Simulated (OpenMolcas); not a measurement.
# BAsH4 (SMILES B[AsH2]): levels of theory compared

We compute a comparison of 6 runs (HF/3-21G, HF/def2-SVP, PBE0/def2-SVP, r2SCANh/def-TZVP, B2PLYP/pcseg-2, MP2/6-31G**) of BAsH4. 

The calculation is run with OpenMolcas 26.06.

3 further runs of the same task are left out: 1 that didn't finish, 2 set aside as unsound or not needed.

### 1 The molecule

BAsH4 has 6 atoms, charge 0, and is taken as a singlet. As SMILES, `B[AsH2]`. The shape comes from GFN2-xTB, which is rough for such elements, and wasn't checked as a minimum.

Bond lengths: B1–As2 1.975 Å, B1–H3 1.172 Å, B1–H4 1.172 Å, As2–H5 1.499 Å, As2–H6 1.498 Å. Angles: B1–As2–H5 96.5°, B1–As2–H6 96.5°, As2–B1–H3 120.9°, As2–B1–H4 121.0°, H5–As2–H6 91.6°, H3–B1–H4 117.7°.

### 2 Energy and gradient at HF/3-21G (run 1)

mol.input reads:

```
* AsBH4 Hartree-Fock

&gateway
 baslib
 $CurrDir
 coord
 6
 angstrom
 B       -0.031970      -0.884410       0.174880
 As       0.579370       0.991700       0.253910
 H       -0.797110      -1.301140       0.959340
 H        0.457050      -1.647340      -0.567880
 H        0.571590       1.235290      -1.225060
 H       -0.778940       1.605910       0.404800
 basis
 3-21G
 group
 NoSym

&seward

&scf
 thresholds
 1e-10 1e-07 1e-07 1e-05
 prorbitals
 0

&alaska
```

The basis set 3-21G is read from a file made from the Basis Set Exchange's data (not shown).

On the command line:

```bash
$ export MOLCAS_MEM=1860
$ pymolcas mol.input > mol.log
```

The program printed:

```text
--- Start Module: gateway ---
[...]
--- Stop Module: gateway /rc=_RC_ALL_IS_WELL_ ---
[...]
      Basis functions           39
[...]
--- Start Module: scf ---
[...]
       Convergence after  12 Iterations
[...]
::    Total SCF energy                              -2250.2393843654
[...]
      Total spin, S                                     0.0000000000
[...]
      Total electronic charge=   42.000000
      Total            charge=   -0.000000
[...]
      Dipole Moment (debye):
      Origin of the operator (angstrom)=    0.4725    0.7165    0.2281
                   X= -5.3540E-01               Y= -2.7696E-01               Z= -3.7934E-01           Total=  7.1222E-01
      Quadrupole Moment (debye*angstrom):
[...]
--- Stop Module: scf /rc=_RC_ALL_IS_WELL_ ---
--- Start Module: alaska ---
[...]
 *              Molecular gradients               *
 **************************************************
  Irreducible representation: a
 ------------------------------------------------------------------------------------------
                              X                       Y                       Z
 ------------------------------------------------------------------------------------------
  B1               -1.25215432167369E-04    1.55314628161936E-02   -4.09238080448660E-03
  AS2               6.87189289136469E-04   -9.99043429810520E-03    3.13322131484650E-03
  H3                5.74902372240249E-03   -4.77658192032937E-05   -5.03219451283643E-03
  H4               -3.75288022282882E-03    2.71841427846908E-03    6.47878254849932E-03
  H5               -8.24645562327631E-03   -2.18419647030166E-03    8.07530064551543E-03
  H6                5.68833826674542E-03   -6.02748050706925E-03   -8.56272919153384E-03
 ------------------------------------------------------------------------------------------
[...]
```

Run time: 2 s. Hardware: 1 thread of Arm Neoverse V2, shared host; peak memory 0.37 GiB.

### 3 Energy and gradient at HF/def2-SVP (run 2)

job.input reads:

```
>>> EXPORT MOLCAS_PRINT=2

&GATEWAY
  BasLib=$CurrDir
  Coord
  6
  angstrom
  B       -0.031970      -0.884410       0.174880
  As       0.579370       0.991700       0.253910
  H       -0.797110      -1.301140       0.959340
  H        0.457050      -1.647340      -0.567880
  H        0.571590       1.235290      -1.225060
  H       -0.778940       1.605910       0.404800
  Basis=def2-SVP
  Group=NoSym

&SEWARD

&SCF
  Thresholds=1e-10 1e-07 1e-07 1e-05
  PrOrbitals=1

&ALASKA
```

The basis set def2-SVP is read from a file made from the Basis Set Exchange's data (not shown).

On the command line:

```bash
$ export MOLCAS_MEM=1860
$ pymolcas job.input > job.log
```

The program printed:

```text
--- Start Module: gateway ---
[...]
--- Stop Module: gateway /rc=_RC_ALL_IS_WELL_ ---
[...]
      Basis functions           66
[...]
--- Start Module: scf ---
[...]
       Convergence after  14 Iterations
[...]
::    Total SCF energy                              -2260.8806498934
[...]
      Total spin, S                                     0.0000000000
[...]
      Total electronic charge=   42.000000
      Total            charge=   -0.000000
[...]
      Dipole Moment (debye):
      Origin of the operator (angstrom)=    0.4725    0.7165    0.2281
                   X= -4.8064E-01               Y= -3.6016E-01               Z= -3.1565E-01           Total=  6.7850E-01
      Quadrupole Moment (debye*angstrom):
[...]
--- Stop Module: scf /rc=_RC_ALL_IS_WELL_ ---
[...]
--- Start Module: alaska ---
[...]
 *              Molecular gradients               *
 **************************************************
  Irreducible representation: a
 ------------------------------------------------------------------------------------------
                              X                       Y                       Z
 ------------------------------------------------------------------------------------------
  B1               -7.97402386273571E-04    8.18382282001373E-03   -2.98963659511298E-03
  AS2               1.05705559148106E-03   -1.46976959414769E-02    4.53535809426153E-03
  H3                9.88315011976537E-03    2.89049152275123E-03   -8.94583203750043E-03
  H4               -5.93900259242286E-03    7.41128463234686E-03    1.02753319568860E-02
  H5               -6.82907752248380E-03   -5.91662023297523E-04    4.16253388014010E-03
  H6                2.62527678989333E-03   -3.19624101033078E-03   -7.03775529867801E-03
 ------------------------------------------------------------------------------------------
[...]
```

Wall time 4.2 s (1 thread of Arm Neoverse V2, shared host); peak memory 0.41 GiB.

Run 3 isn't shown in full; the table further down has it.

### 4 The charge distribution at r2SCANh/def-TZVP (run 4)

mol.xyz reads:

```xyz
6

B     -0.031970    -0.884410     0.174880
As     0.579370     0.991700     0.253910
H     -0.797110    -1.301140     0.959340
H      0.457050    -1.647340    -0.567880
H      0.571590     1.235290    -1.225060
H     -0.778940     1.605910     0.404800
```

test.input reads:

```
* AsBH4 Kohn-Sham DFT
&GATEWAY
COORD=mol.xyz
BASIS=def-TZVP
GROUP=NoSym
&SEWARD
&SCF
KSDFT=HYB_MGGA_XC_R2SCANH
PRORBITALS=1 2
&LOCALISATION
PAO
```

On the command line:

```bash
$ export MOLCAS_MEM=1860
$ pymolcas test.input > test.log
```

The program printed:

```text
--- Start Module: gateway ---
[...]
--- Stop Module: gateway /rc=_RC_ALL_IS_WELL_ ---
[...]
      Basis functions           79
[...]
--- Start Module: scf ---
[...]
       Convergence after  12 Iterations
[...]
::    Total KS-DFT energy                           -2263.0600930213
[...]
      Total spin, S                                     0.0000000000
[...]
      Total electronic charge=   42.000000
      Total            charge=   -0.000000
[...]
      Dipole Moment (debye):
      Origin of the operator (angstrom)=    0.4725    0.7165    0.2281
                   X= -3.7099E-01               Y=  3.9669E-02               Z= -3.1561E-01           Total=  4.8869E-01
      Quadrupole Moment (debye*angstrom):
[...]
--- Stop Module: scf /rc=_RC_ALL_IS_WELL_ ---
[...]
--- Start Module: localisation ---
[...]
--- Stop Module: localisation /rc=_RC_ALL_IS_WELL_ ---
[...]
```

Wall time 8.7 s (1 thread of Arm Neoverse V2, shared host); peak memory 0.44 GiB.

Atomic charges (e):

```
atom  Mulliken
  B1    +0.002
 As2    -0.023
  H3    -0.001
  H4    -0.001
  H5    +0.012
  H6    +0.012
```

Run 5 isn't shown in full; the table further down has it.

### 5 A single-point energy at MP2/6-31G(d,p) (Cholesky decomposition, Cartesian functions) (run 6)

struct.xyz reads:

```xyz
6

B     -0.031970    -0.884410     0.174880
As     0.579370     0.991700     0.253910
H     -0.797110    -1.301140     0.959340
H      0.457050    -1.647340    -0.567880
H      0.571590     1.235290    -1.225060
H     -0.778940     1.605910     0.404800
```

job.inp reads:

```
* AsBH4 MP2
>>> EXPORT MOLCAS_PRINT=2

&gateway
  coord = struct.xyz
  basis = 6-31G**
  group = NoSym

&seward
  medium

&scf
  rs-rfo
  prorbitals = 1

&mbpt2
  frozen = 10
```

On the command line:

```bash
$ export MOLCAS_MEM=1860
$ pymolcas job.inp > job.log
```

The program printed:

```text
--- Start Module: gateway ---
[...]
--- Stop Module: gateway /rc=_RC_ALL_IS_WELL_ ---
[...]
      Basis functions           70
[...]
--- Start Module: scf ---
[...]
       Convergence after  11 Iterations
[...]
::    Total SCF energy                              -2260.8877566641
[...]
      Total spin, S                                     0.0000000000
[...]
      Total electronic charge=   42.000000
      Total            charge=   -0.000000
[...]
      Dipole Moment (debye):
      Origin of the operator (angstrom)=    0.4725    0.7165    0.2281
                   X= -5.7362E-01               Y= -4.0679E-01               Z= -3.8206E-01           Total=  8.0030E-01
      Quadrupole Moment (debye*angstrom):
[...]
--- Stop Module: scf /rc=_RC_ALL_IS_WELL_ ---
[...]
--- Start Module: mbpt2 ---
[...]
WARNING!
Default frozen orbitals as non valence orbitals is overwritten by user input.
Default values:  16
[...]
       Reference weight ( Cref**2 )         =        0.90653
::    Total MBPT2 energy                            -2261.2491219796
[...]
--- Stop Module: mbpt2 /rc=_RC_ALL_IS_WELL_ ---
[...]
```

It took 4.5 s on 1 thread of Arm Neoverse V2, shared host.

### 6 Overview of the runs

```
run                                                      level  integration grid        task   energy (Eh)  dipole moment (D) of the reference  HOMO energy (eV)  LUMO energy (eV)  wall time
  1                                                   HF/3-21G                 –    gradient  -2250.239384                                0.71             -9.82              1.83        2 s
  2                                                HF/def2-SVP                 –    gradient  -2260.880650                                0.68             -9.91              1.72      4.2 s
  3                                              PBE0/def2-SVP         UltraFine    gradient  -2262.479147                                0.48             -7.57             -1.88       14 s
  4                                           r2SCANh/def-TZVP                 –  properties  -2263.060093                                0.49             -7.19             -2.21      8.7 s
  5                                             B2PLYP/pcseg-2         UltraFine      energy  -2262.709370                                0.45             -8.45             -0.64       48 s
  6  MP2/6-31G** (Cholesky decomposition, Cartesian functions)                 –      energy  -2261.249122                                0.80             -9.85              2.14      4.5 s
```

### 7 What came out

| quantity | value |
| --- | --- |
| run 6: total energy | -2261.24912 Eh |
| run 6: dipole moment (mean-field density) | 0.80 D |
| run 6: HOMO energy (Hartree–Fock orbitals) | -9.85 eV |
| run 6: LUMO energy (Hartree–Fock orbitals) | 2.14 eV |
| run 6: HOMO–LUMO gap (Hartree–Fock orbitals) | 11.99 eV |
| run 6: correlation energy (10 core orbitals frozen) | -361.4 mEh |

In words: Over runs 1, 2, 3, 4, 5 the dipole moment (its size) runs from 0.45 D (B2PLYP/pcseg-2) to 0.71 D (HF/3-21G). The two ends differ in method and basis. A double hybrid's value is that of its SCF part. Over runs 1, 2, 3, 4, 5 the HOMO–LUMO gap runs from 4.98 eV (r2SCANh/def-TZVP) to 11.65 eV (HF/3-21G). For B2PLYP the log adds the whole second-order term; the table takes 0.27 of it, as the functional is defined. Totals of different functionals can't be ranked against each other. All runs together took 82 s, the longest 48 s.
